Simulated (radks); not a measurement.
**The Coulomb parameter U of the 4f shell of Pm⁺**

The task here is to estimate one member of a computed series from the others.

The numbers are computed with radks (a radial shooting solver on a logarithmic mesh, Libxc functionals) version 1 (Dirac Kohn-Sham, BLYP, spin-unpolarised, spherical densities, finite nucleus; open shells are shared between the two j in proportion to 2j + 1), except any that are marked as measured or tabulated.

### The system

- element: promethium (Z = 61)
- charge: +1
- electrons: 60
- configuration: [Xe] 4f4 5d1 6s1
- nuclear rms radius: 4.962 fm

Outer shells as boxes (Hund's rule):

Pm⁺
```
[Xe] core
4f [↑ ][↑ ][↑ ][↑ ][  ][  ][  ]
5d [↑ ][  ][  ][  ][  ]
6s [↑ ]
```

Set-up of the first run:

Input:

```text
Z 61
configuration [Xe] 4f4 5d1 6s1
relativity Dirac
functional b88,lyp
spin unpolarised
j_filling average
nucleus finite rms 4.962 fm
c 137.035999084
```

Steps of the session up to this table: Start: [Xe] 4f4 5d1 6s1.

One table of the session follows, with a row left open; its other results are not shown here.

It belongs to the step «Start: [Xe] 4f4 5d1 6s1». From the orbitals of this run (lengths in bohr):

```
level     <r>  outermost maximum (interpolated)  90 % within  nodes
5s1/2   1.417                              1.28         2.04      4
5p1/2   1.588                              1.39         2.32      3
5p3/2       ?                                 ?            ?      ?
4f5/2  0.9515                             0.624         1.63      0
4f7/2  0.9633                             0.629         1.66      0
6s1/2   3.804                              3.35         5.50      5
5d3/2   2.606                              2.00         4.09      2
5d5/2   2.663                              2.04         4.18      2
```

Q: Estimate the row for 5p3/2 from the others.

**Answer.** <r>: 1.677; outermost maximum (interpolated): 1.46; 90 % within: 2.46; nodes: 3. In the column «<r>» it lies between 5p1/2 (1.588) and 5d3/2 (2.606).
